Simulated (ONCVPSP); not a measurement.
# Pseudopotential generation for iron: ONCV, PBE

Task: generate the file, and judge it by its errors in other configurations, its logarithmic derivatives, its ghosts and its cutoff.

Method: ONCVPSP 4.0.1, PBE, scalar-relativistic.

## 1. Settings

Typed settings, in words:

```
element                 : iron (Fe, Z = 26)
type                    : optimised norm-conserving Vanderbilt (ONCV)
frozen core             : [Ar]
valence charge          : 8
reference configuration : 3d6 4s2
partial waves           : 4s: rc 2.00 bohr, ncon 4, nbas 7, qcut 4.1 1/bohr, 2 projectors, debl 2.1 Ha; p scattering state at 0.13 Ha: rc 1.85 bohr, ncon 4, nbas 9, qcut 5.2 1/bohr, 1 projector; 3d: rc 1.20 bohr, ncon 5, nbas 10, qcut 15.9 1/bohr, 2 projectors, debl 0.6 Ha
local potential         : polynomial inside 0.95 bohr (lpopt 5, dvloc0 0 Ha)
core correction         : polynomial model core, fcfact 0.15
```

The nodes and maxima of the atom's own shells, from an earlier all-electron run, set the scale for the radii.

All-electron outer shells of the reference configuration (PBE, scalar-relativistic, ld1.x):

```
shell  level (eV)  outermost node (bohr)  outermost maximum (bohr)
   3p      -60.04                   0.30                      0.72
   3d       -7.50                      –                      0.71
   4s       -5.29                   1.00                      2.41
   4p       -1.33                   1.10                      3.33
```

## 2. Generation

The input, Fe.dat:

```
# ATOM AND REFERENCE CONFIGURATION
# atsym  z   nc   nv     iexc    psfile
  Fe 26.00    5    2        4      upf
#
#   n    l    f
    1    0    2.00
    2    0    2.00
    2    1    6.00
    3    0    2.00
    3    1    6.00
    3    2    6.00
    4    0    2.00
#
# PSEUDOPOTENTIAL AND OPTIMIZATION
# lmax
    2
#
#   l,   rc,      ep,       ncon, nbas, qcut
    0    2.00    0.00    4    7    4.10
    1    1.85    0.13    4    9    5.20
    2    1.20    0.00    5   10   15.90
#
# LOCAL POTENTIAL
# lloc, lpopt,  rc(5),   dvloc0
    4    5    0.95    0.00
#
# VANDERBILT-KLEINMAN-BYLANDER PROJECTORs
# l, nproj, debl
    0    2    2.10
    1    1    2.30
    2    2    0.60
#
# MODEL CORE CHARGE
# icmod, fcfact, rcfact
    1    0.15    0.00
#
# LOG DERIVATIVE ANALYSIS
# epsh1, epsh2, depsh
   -2.00    5.00    0.02
#
# OUTPUT GRID
# rlmax, drl
    6.00    0.01
#
# TEST CONFIGURATIONS
# ncnf
    4
# nvcnf
#   n    l    f
    2
    3    2    6.00
    4    0    1.00
#
    2
    3    2    6.00
    4    0    0.00
#
    2
    3    2    5.00
    4    0    0.00
#
    2
    3    2    6.00
    4    0    1.50
#
```

Run with:

```console
$ oncvpsp.x < Fe.dat > Fe.out
```

**Question.** What will these runs give? Wanted: cutoffs for 1 and 0.1 mHa per electron, occupied waves; bound ghosts; GHOST(+) flags; largest test error; largest phase difference near zero energy, channels read; rms error of d²Exc/dn², without and with the model core.

**Answer**, as computed:

```
                                                quantity                                   value
  cutoffs for 1 and 0.1 mHa per electron, occupied waves                         83 Ha and 96 Ha
                                            bound ghosts          s at -65.41 eV, p at -13.67 eV
                                          GHOST(+) flags                      none at low energy
                            largest test error (AE − PS)  -42 meV, for 3d6 4s0 (1 test unsolved)
largest phase difference near zero energy, channels read                               0.135 rad
 rms error of d²Exc/dn², without and with the model core                      12.16 and 7.98 mHa
```

What this shows: A bound ghost (s, p) makes it unfit for use: electrons can fall into a state that the atom doesn't have. The worst unpolarised test, 3d6 4s0, is off by 42 meV on 24.9 eV; by total energies transferability rates as fair where solved. Of the tests 1 gave no usable energy difference, which is a warning in itself. The potential is very hard: the looser tolerance needs 83 Ha. At the looser tolerance the 3d wave is the slowest; 4s needs 4 Ha. Of the channels read, p scatters worst near zero energy, by up to 0.14 rad. The pseudo curves have a pole with no partner nearby in the atom's: p at -0.48 Ha. These are tests on the free atom; a crystal test is still owed.
